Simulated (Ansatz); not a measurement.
**BeNa− (triplet): the correlation ladder at distance Be1–Na2 = 2.285 Å, aug-cc-pVTZ**

The task here is to estimate one member of a computed series from the others.

Method: aug-cc-pVTZ, core rule «outside noble gas», up to 6 orbitals frozen; program: Ansatz 0.2.0, Gaussian basis.

Plan: UHF; CCSD(T) on ROHF; CCSD(T) on UHF; BCCD(T) on ROHF; CCSDT(Q) on ROHF; CCSDT(Q) on UHF; CASSCF and NEVPT2, 4 electrons in 8 orbitals; Full CI.

46 further runs of the same task are left out: 22 for a known fault of the program, 18 that didn't finish, 6 set aside as unsound or not needed.

### What is computed

The geometry derives from a PBE0/def2-TZVPD stationary point (not a proven minimum). One bond is set to the value named and the two fragments are kept rigid.

2 atoms, charge -1, spin multiplicity 3.

Atoms are counted from 1 here; the program's logs count them from 0.

Bond lengths: Be1–Na2 2.285 Å.

Set-up of the first run:

in.yaml

```yaml
crystal:
  periodic: [false, false, false]
  atoms:
    - {symbol: Be, position_ang: [0.000000, 0.000000, 0.000000]}
    - {symbol: Na, position_ang: [0.000000, 0.000000, 2.285000]}
basis:
  gaussian: {orbitals: aug-cc-pVTZ}
total_charge: -1
magnetization: {spin_polarized: true, initial_magnetization: 2}
hamiltonian: {xc: hf}
output: {orbitals: {seedname: orbitals}}
```

Run with:

```
$ ansatz run in.yaml --threads 1 --pin off --events-out ev --progress --plain --max-ram 2393MiB
```

Steps of the session up to this table: UHF; CCSD(T) on ROHF; CCSD(T) on UHF; BCCD(T) on ROHF; CCSDT(Q) on ROHF; CCSDT(Q) on UHF; CASSCF and NEVPT2, 4 electrons in 8 orbitals; Full CI.

One of the session's tables, all rows but one given; the rest of the session is left out.

| method | from FCI (meV) |
| --- | --- |
| ROHF | +1857.1 |
| UHF | +1719.5 |
| RMP2 | +628.6 |
| UMP2 | +721.2 |
| RCCSD | +125.7 |
| UCCSD | +124.7 |
| RCCSD(T) | +40.5 |
| UCCSD(T) | ? |
| BCCD(T) | +38.2 |
| RCCSDT | +4.9 |
| UCCSDT | +4.9 |
| RCCSDT(Q) | +1.1 |
| UCCSDT(Q) | +1.2 |
| CASSCF valence | +655.3 |
| NEVPT2 valence | +214.5 |
| FCI | 0 |

**Question.** Estimate the row for UCCSD(T).

**Answer.** from FCI (meV): +42.0. In the column «from FCI (meV)» it lies between RCCSD(T) (+40.5) and UCCSD (+124.7).

Caveats from the session: Levels on UHF freeze UHF's core orbitals, full CI those of ROHF, so the U rows can settle a little off it for that reason alone. Restricted and unrestricted rows rest on different reference determinants; where their highest levels disagree by more than a few hundredths of an eV, they describe different states and don't form one ladder.
